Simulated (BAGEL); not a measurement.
**BCNClOF (SMILES O=C=NB(F)Cl): levels of theory compared**

Wanted: a comparison of 4 runs (B3LYP/6-31G*, B3LYP/cc-pVDZ, PBE0/cc-pVDZ, RI-MP2/cc-pVDZ) of BCNClOF. 

Program for the calculation: BAGEL 1.2.2.

### 1 The molecule

The species is BCNClOF (6 atoms), meant as a singlet with charge 0. As SMILES, `O=C=NB(F)Cl`. The coordinates come from a PBE0-D4/def2-TZVP relaxation. This is one conformer, not always the lowest.

Bond lengths: O1–C2 1.156 Å, C2–N3 1.204 Å, N3–B4 1.411 Å, B4–F5 1.314 Å, B4–Cl6 1.751 Å. Angles: O1–C2–N3 175.5°, C2–N3–B4 144.0°, N3–B4–F5 119.1°, N3–B4–Cl6 122.4°, F5–B4–Cl6 118.5°.

### 2 A single-point energy at B3LYP/6-31G(d) (density fitting with qzvpp-jkfit, spherical functions) (run 1)

dft.json reads:

```json
{ "bagel" : [

{
  "title" : "molecule",
  "basis" : "6-31gs.json",
  "df_basis" : "qzvpp-jkfit",
  "angstrom" : true,
  "geometry" : [
    { "atom" : "O", "xyz" : [      -1.302300,      -2.201900,       0.522300 ] },
    { "atom" : "C", "xyz" : [      -0.638500,      -1.256000,       0.487600 ] },
    { "atom" : "N", "xyz" : [       0.081500,      -0.292400,       0.538600 ] },
    { "atom" : "B", "xyz" : [       0.530100,       0.836400,      -0.179100 ] },
    { "atom" : "F", "xyz" : [       1.398800,       1.646900,       0.382500 ] },
    { "atom" : "Cl", "xyz" : [      -0.027600,       1.203000,      -1.798000 ] }
  ]
},

{
  "title" : "ks",
  "xc_func" : "b3lyp"
},

{
  "title" : "print",
  "file" : "orbitals.molden",
  "orbitals" : true
}

]}
```

The basis set 6-31G* is read from a file made from the Basis Set Exchange's data (not shown).

Command:

```bash
BAGEL_NUM_THREADS=1 BAGEL dft.json > dft.out
```

The log of the run:

```text
* using 1 threads per process

  ===============================================================
  ===============================================================

  *** Geometry ***

  { "atom" : "O", "xyz" : [     -2.460990,     -4.160988,      0.987004 ] },
  { "atom" : "C", "xyz" : [     -1.206590,     -2.373496,      0.921430 ] },
  { "atom" : "N", "xyz" : [      0.154013,     -0.552556,      1.017806 ] },
  { "atom" : "B", "xyz" : [      1.001744,      1.580567,     -0.338450 ] },
  { "atom" : "F", "xyz" : [      2.643349,      3.112190,      0.722820 ] },
  { "atom" : "Cl", "xyz" : [     -0.052156,      2.273341,     -3.397728 ] },

  Number of auxiliary basis functions:      509

  Since a DF basis is specified, we compute 2- and 3-index integrals:
    o Being stored without compression. Storage requirement is 0.032 GB

  Number of basis functions:       88
  Number of electrons      :       52

    * METHOD: MOLECULE                             0.27

  *** Kohn-Sham DFT ***

    * Removing 10818 points whose weight is below 1.00e-10
    * Grid points: 78618

  === Nuclear Repulsion ===
   238.3272797737

       - DIIS with orbital gradients will be used.

  === KS iteration (b3lyp / 6-31gs.json) ===
      0       -712.69603495          0.12935236           0.38
      1       -578.75198907          0.18054849           0.36
      2       -608.10663355          0.19478261           0.34
      3       -715.74067176          0.14350487           0.36
      4       -748.50826893          0.09486029           0.36
      5       -730.88926591          0.12266950           0.35
      6       -746.18918662          0.09247658           0.35
      7       -738.99548668          0.14033925           0.36
      8       -745.94583230          0.09678962           0.37
      9       -733.29464896          0.12681312           0.35
[... 16 lines of this table left out ...]
     26       -753.10837574          0.00000004           0.33
     27       -753.10837574          0.00000002           0.32
     28       -753.10837574          0.00000001           0.34
     29       -753.10837574          0.00000001           0.36
    * SCF iteration converged.

    * Permanent dipole moment:
           (    0.001122,     0.051659,    -0.070999) a.u.

    * METHOD: KS                                  11.08

    * METHOD: PRINT                                0.01

  ===============================================================
```

It took 12 s on 1 thread of Intel Xeon 6975P-C (Granite Rapids), shared host; peak memory 0.36 GiB.

### 3 The energy at B3LYP/cc-pVDZ (density fitting with qzvpp-jkfit) (run 2)

dft.json reads:

```json
{ "bagel" : [

{
  "title" : "molecule",
  "basis" : "cc-pvdz.json",
  "df_basis" : "qzvpp-jkfit",
  "angstrom" : true,
  "geometry" : [
    { "atom" : "O", "xyz" : [   -1.302300,   -2.201900,    0.522300 ] },
    { "atom" : "C", "xyz" : [   -0.638500,   -1.256000,    0.487600 ] },
    { "atom" : "N", "xyz" : [    0.081500,   -0.292400,    0.538600 ] },
    { "atom" : "B", "xyz" : [    0.530100,    0.836400,   -0.179100 ] },
    { "atom" : "F", "xyz" : [    1.398800,    1.646900,    0.382500 ] },
    { "atom" : "Cl", "xyz" : [   -0.027600,    1.203000,   -1.798000 ] }
  ]
},
{
  "title" : "ks",
  "xc_func" : "b3lyp"
},
{
  "title" : "print",
  "file" : "orbitals.molden",
  "orbitals" : true
}

]}
```

The basis set cc-pVDZ is read from a file made from the Basis Set Exchange's data (not shown).

Command:

```bash
BAGEL_NUM_THREADS=1 BAGEL dft.json > dft.out
```

The log of the run:

```text
* using 1 threads per process

  ===============================================================
  ===============================================================

  *** Geometry ***

  { "atom" : "O", "xyz" : [     -2.460990,     -4.160988,      0.987004 ] },
  { "atom" : "C", "xyz" : [     -1.206590,     -2.373496,      0.921430 ] },
  { "atom" : "N", "xyz" : [      0.154013,     -0.552556,      1.017806 ] },
  { "atom" : "B", "xyz" : [      1.001744,      1.580567,     -0.338450 ] },
  { "atom" : "F", "xyz" : [      2.643349,      3.112190,      0.722820 ] },
  { "atom" : "Cl", "xyz" : [     -0.052156,      2.273341,     -3.397728 ] },

  Number of auxiliary basis functions:      509

  Since a DF basis is specified, we compute 2- and 3-index integrals:
    o Being stored without compression. Storage requirement is 0.032 GB

  Number of basis functions:       88
  Number of electrons      :       52

    * METHOD: MOLECULE                             0.25

  *** Kohn-Sham DFT ***

    * Removing 10818 points whose weight is below 1.00e-10
    * Grid points: 78618

  === Nuclear Repulsion ===
   238.3272797737

       - DIIS with orbital gradients will be used.

  === KS iteration (b3lyp / cc-pvdz.json) ===
      0       -712.30833370          0.10890974           0.40
      1       -574.68345041          0.21947542           0.35
      2       -608.43554986          0.22619904           0.36
      3       -701.73319227          0.19152181           0.36
      4       -744.82435424          0.09395392           0.35
      5       -737.63134831          0.09309502           0.37
      6       -752.45376972          0.02900352           0.38
      7       -752.99626828          0.01499516           0.37
      8       -753.10292690          0.00900030           0.33
      9       -753.15641721          0.00172189           0.33
     10       -753.15868112          0.00060176           0.35
     11       -753.15888820          0.00018404           0.36
     12       -753.15890415          0.00007434           0.36
     13       -753.15890950          0.00001060           0.36
     14       -753.15890956          0.00000303           0.36
     15       -753.15890955          0.00000442           0.36
     16       -753.15890957          0.00000056           0.36
     17       -753.15890957          0.00000033           0.36
     18       -753.15890957          0.00000014           0.35
     19       -753.15890957          0.00000005           0.37
     20       -753.15890957          0.00000001           0.36
    * SCF iteration converged.

    * Permanent dipole moment:
           (    0.049075,     0.081866,    -0.019383) a.u.

    * METHOD: KS                                   8.10

    * METHOD: PRINT                                0.01

  ===============================================================
```

Run time: 8.7 s. Hardware: 1 thread of Intel Xeon 6975P-C (Granite Rapids), shared host; peak memory 0.36 GiB.

### 4 The energy at PBE0/cc-pVDZ (density fitting with qzvpp-jkfit) (run 3)

input.json reads:

```json
{ "bagel" : [

{
  "title" : "molecule",
  "basis" : "cc-pvdz.json",
  "df_basis" : "qzvpp-jkfit",
  "angstrom" : "true",
  "geometry" : [
    { "atom" : "O", "xyz" : [   -1.302300,   -2.201900,    0.522300 ] },
    { "atom" : "C", "xyz" : [   -0.638500,   -1.256000,    0.487600 ] },
    { "atom" : "N", "xyz" : [    0.081500,   -0.292400,    0.538600 ] },
    { "atom" : "B", "xyz" : [    0.530100,    0.836400,   -0.179100 ] },
    { "atom" : "F", "xyz" : [    1.398800,    1.646900,    0.382500 ] },
    { "atom" : "Cl", "xyz" : [   -0.027600,    1.203000,   -1.798000 ] }
  ]
},
{ "title" : "ks", "xc_func" : "pbe0" },
{ "title" : "print", "file" : "orbitals.molden", "orbitals" : "true" }

]}
```

The basis set cc-pVDZ is read from a file made from the Basis Set Exchange's data (not shown).

Command:

```bash
BAGEL_NUM_THREADS=1 BAGEL input.json > input.out
```

The log of the run:

```text
* using 1 threads per process

  ===============================================================
  ===============================================================

  *** Geometry ***

  { "atom" : "O", "xyz" : [     -2.460990,     -4.160988,      0.987004 ] },
  { "atom" : "C", "xyz" : [     -1.206590,     -2.373496,      0.921430 ] },
  { "atom" : "N", "xyz" : [      0.154013,     -0.552556,      1.017806 ] },
  { "atom" : "B", "xyz" : [      1.001744,      1.580567,     -0.338450 ] },
  { "atom" : "F", "xyz" : [      2.643349,      3.112190,      0.722820 ] },
  { "atom" : "Cl", "xyz" : [     -0.052156,      2.273341,     -3.397728 ] },

  Number of auxiliary basis functions:      509

  Since a DF basis is specified, we compute 2- and 3-index integrals:
    o Being stored without compression. Storage requirement is 0.032 GB

  Number of basis functions:       88
  Number of electrons      :       52

    * METHOD: MOLECULE                             0.24

  *** Kohn-Sham DFT ***

    * Removing 10818 points whose weight is below 1.00e-10
    * Grid points: 78618

  === Nuclear Repulsion ===
   238.3272797737

       - DIIS with orbital gradients will be used.

  === KS iteration (pbe0 / cc-pvdz.json) ===
      0       -711.87185145          0.10853324           0.37
      1       -578.37257322          0.22500129           0.35
      2       -614.42140015          0.20991216           0.35
      3       -700.43581125          0.20479987           0.35
      4       -746.33697033          0.08036385           0.35
      5       -738.33370275          0.10827891           0.34
      6       -752.53599226          0.01321187           0.34
      7       -752.54703482          0.01452673           0.34
      8       -752.67856502          0.00277878           0.35
      9       -752.68408489          0.00085427           0.36
     10       -752.68447679          0.00053918           0.36
     11       -752.68463729          0.00026352           0.37
     12       -752.68468106          0.00002944           0.37
     13       -752.68468157          0.00001273           0.37
     14       -752.68468167          0.00000443           0.36
     15       -752.68468168          0.00000320           0.32
     16       -752.68468169          0.00000094           0.33
     17       -752.68468169          0.00000085           0.34
     18       -752.68468169          0.00000019           0.35
     19       -752.68468169          0.00000008           0.37
     20       -752.68468169          0.00000005           0.36
     21       -752.68468169          0.00000001           0.33
    * SCF iteration converged.

    * Permanent dipole moment:
           (    0.050896,     0.087376,    -0.023617) a.u.

    * METHOD: KS                                   8.25

    * METHOD: PRINT                                0.01

  ===============================================================
```

It took 8.7 s on 1 thread of Intel Xeon 6975P-C (Granite Rapids), shared host; peak memory 0.36 GiB.

### 5 A single-point energy at RI-MP2/cc-pVDZ (density fitting with qzvpp-jkfit) (run 4)

calc.json reads:

```json
{ "bagel": [

{
  "title": "molecule",
  "basis": "cc-pvdz.json",
  "df_basis": "qzvpp-jkfit",
  "angstrom": "true",
  "geometry": [
    { "atom": "O", "xyz": [      -1.302300,      -2.201900,       0.522300 ] },
    { "atom": "C", "xyz": [      -0.638500,      -1.256000,       0.487600 ] },
    { "atom": "N", "xyz": [       0.081500,      -0.292400,       0.538600 ] },
    { "atom": "B", "xyz": [       0.530100,       0.836400,      -0.179100 ] },
    { "atom": "F", "xyz": [       1.398800,       1.646900,       0.382500 ] },
    { "atom": "Cl", "xyz": [      -0.027600,       1.203000,      -1.798000 ] }
  ]
},

{
  "title": "hf"
},

{
  "title": "mp2",
  "ncore": 10
}

]}
```

The basis set cc-pVDZ is read from a file made from the Basis Set Exchange's data (not shown).

Command:

```bash
BAGEL_NUM_THREADS=1 BAGEL calc.json > calc.out
```

The log of the run:

```text
* using 1 threads per process

  ===============================================================
  ===============================================================

  *** Geometry ***

  { "atom" : "O", "xyz" : [     -2.460990,     -4.160988,      0.987004 ] },
  { "atom" : "C", "xyz" : [     -1.206590,     -2.373496,      0.921430 ] },
  { "atom" : "N", "xyz" : [      0.154013,     -0.552556,      1.017806 ] },
  { "atom" : "B", "xyz" : [      1.001744,      1.580567,     -0.338450 ] },
  { "atom" : "F", "xyz" : [      2.643349,      3.112190,      0.722820 ] },
  { "atom" : "Cl", "xyz" : [     -0.052156,      2.273341,     -3.397728 ] },

  Number of auxiliary basis functions:      509

  Since a DF basis is specified, we compute 2- and 3-index integrals:
    o Being stored without compression. Storage requirement is 0.032 GB

  Number of basis functions:       88
  Number of electrons      :       52

    * METHOD: MOLECULE                             0.25

  *** RHF ***

  === Nuclear Repulsion ===
   238.3272797737

      * DIIS with orbital gradients will be used.

  === RHF iteration (cc-pvdz.json) ===
      0       -750.74200611          0.01628797           0.08
      1       -750.89708601          0.01150872           0.08
      2       -750.98456614          0.00142036           0.08
      3       -750.98581694          0.00079069           0.08
      4       -750.98629829          0.00012870           0.10
      5       -750.98631309          0.00004099           0.07
      6       -750.98631489          0.00001271           0.07
      7       -750.98631514          0.00000376           0.09
      8       -750.98631516          0.00000123           0.09
      9       -750.98631516          0.00000058           0.07
     10       -750.98631516          0.00000025           0.07
     11       -750.98631516          0.00000012           0.07
     12       -750.98631516          0.00000003           0.07
     13       -750.98631516          0.00000001           0.07
     14       -750.98631516          0.00000001           0.08
    * SCF iteration converged.

    * Permanent dipole moment:
           (    0.052809,     0.064341,     0.012874) a.u.

    * METHOD: HF                                   1.36

  *** RHF ***

  === Nuclear Repulsion ===
   238.3272797737

      * DIIS with orbital gradients will be used.

  === RHF iteration (cc-pvdz.json) ===
      0       -750.98631516          0.00000000           0.07
    * SCF iteration converged.

    * Permanent dipole moment:
           (    0.052809,     0.064341,     0.012874) a.u.

  === DF-MP2 calculation ===

    * freezing 10 orbitals
    * 3-index integral transformation done
    * assembly done

      MP2 correlation energy:   -0.8495662393      0.05

      MP2 total energy:       -751.8358813988

    * METHOD: MP2                                  0.21

  ===============================================================
```

Wall time 2 s (1 thread of Intel Xeon 6975P-C (Granite Rapids), shared host); peak memory 0.13 GiB.

### 6 The series

```
run                                                                 level  frozen core orbitals  energy (Eh)  dipole moment (D)  HOMO energy (eV)  LUMO energy (eV)  wall time
  1  B3LYP/6-31G* (density fitting with qzvpp-jkfit, spherical functions)                     –  -753.108376               0.22             -8.84             -1.26       12 s
  2                      B3LYP/cc-pVDZ (density fitting with qzvpp-jkfit)                     –  -753.158910               0.25             -8.82             -1.26      8.7 s
  3                       PBE0/cc-pVDZ (density fitting with qzvpp-jkfit)                     –  -752.684682               0.26             -9.15             -1.09      8.7 s
  4                     RI-MP2/cc-pVDZ (density fitting with qzvpp-jkfit)                    10  -751.835881                  –                 –                 –        2 s
```

### 7 Results

| quantity | value |
| --- | --- |
| run 4: total energy | -751.83588 Eh |
| run 4: correlation energy (10 core orbitals frozen) | -849.6 mEh |

What this shows: Over runs 1, 2, 3 the dipole moment (its size) runs from 0.22 D (B3LYP/6-31G*) to 0.26 D (PBE0/cc-pVDZ). The two ends differ in method and basis. Over runs 1, 2, 3 the HOMO–LUMO gap runs from 7.55 eV (B3LYP/cc-pVDZ) to 8.06 eV (PBE0/cc-pVDZ). Totals of different functionals can't be ranked against each other. All runs together took 31 s, the longest 12 s.
